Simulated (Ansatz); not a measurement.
# CH10O2Si3: the cost of one run

Program: Ansatz 0.2.0. Level of theory: RKS PBE0/STO-3G. These are calculated values, not measurements.

## Step 1: The starting structure

Bond lengths (14 of 15 bonds, heavy atoms first): C1–Si2 1.847 Å, Si2–O3 1.681 Å, O3–Si4 1.651 Å, Si4–O5 1.727 Å, Si4–Si6 2.327 Å, C1–H7 1.136 Å, C1–H8 1.059 Å, C1–H9 1.019 Å, Si2–H10 1.498 Å, Si2–H11 1.477 Å, Si4–H12 1.448 Å, O5–H13 0.979 Å, Si6–H14 1.468 Å, Si6–H15 1.474 Å. Angles (14 of 26 angles, heavy atoms first): C1–Si2–O3 114.1°, Si2–O3–Si4 134.4°, O3–Si4–O5 103.0°, O3–Si4–Si6 113.1°, O5–Si4–Si6 109.3°, C1–Si2–H10 108.8°, C1–Si2–H11 110.4°, O3–Si2–H10 107.9°, O3–Si2–H11 108.5°, Si2–C1–H7 108.0°, Si2–C1–H8 110.8°, Si2–C1–H9 111.9°, O3–Si4–H12 112.8°, O5–Si4–H12 107.5°.

As a file:

```xyz
16

C     0.7032   -1.4685   -2.6502
Si    0.9928   -0.5405   -1.0798
O    -0.3559    0.2872   -0.5114
Si   -0.6293    1.3281    0.7400
O    -2.2922    1.7500    0.5391
Si   -0.3342    0.3438    2.8276
H     0.3809   -0.7230   -3.4451
H    -0.1117   -2.1376   -2.5467
H     1.5454   -1.9429   -2.9715
H     1.4210   -1.5083   -0.0191
H     2.0976    0.4249   -1.2475
H     0.1453    2.5474    0.6352
H    -2.8251    1.2860   -0.1380
H     1.0728   -0.0448    2.9838
H    -0.6802    1.2456    3.9411
H    -1.1533   -0.8701    2.9868
```

## Step 2: End point A

Input file input.yaml:

```yaml
crystal:
  periodic: [false, false, false]
  atoms:
    - { symbol: C, position_ang: [0.7032, -1.4685, -2.6502] }
    - { symbol: Si, position_ang: [0.9928, -0.5405, -1.0798] }
    - { symbol: O, position_ang: [-0.3559, 0.2872, -0.5114] }
    - { symbol: Si, position_ang: [-0.6293, 1.3281, 0.74] }
    - { symbol: O, position_ang: [-2.2922, 1.75, 0.5391] }
    - { symbol: Si, position_ang: [-0.3342, 0.3438, 2.8276] }
    - { symbol: H, position_ang: [0.3809, -0.723, -3.4451] }
    - { symbol: H, position_ang: [-0.1117, -2.1376, -2.5467] }
    - { symbol: H, position_ang: [1.5454, -1.9429, -2.9715] }
    - { symbol: H, position_ang: [1.421, -1.5083, -0.0191] }
    - { symbol: H, position_ang: [2.0976, 0.4249, -1.2475] }
    - { symbol: H, position_ang: [0.1453, 2.5474, 0.6352] }
    - { symbol: H, position_ang: [-2.8251, 1.286, -0.138] }
    - { symbol: H, position_ang: [1.0728, -0.0448, 2.9838] }
    - { symbol: H, position_ang: [-0.6802, 1.2456, 3.9411] }
    - { symbol: H, position_ang: [-1.1533, -0.8701, 2.9868] }
basis:
  gaussian: { orbitals: STO-3G }
hamiltonian:
  xc: pbe0
relax:
  f_tol: 0.02
  max_steps: 50
output:
  orbitals: {}
```

Launch:

```
> ansatz run input.yaml --threads 1 --pin off --max-ram 2048MiB --backend cpu --events-out ev --progress --plain --runs-dir out
```

Q: Estimate wall time and peak memory on 1 thread of Intel Xeon at 2.70GHz, shared host.

About 91 s, with a peak of 0.16 GiB.
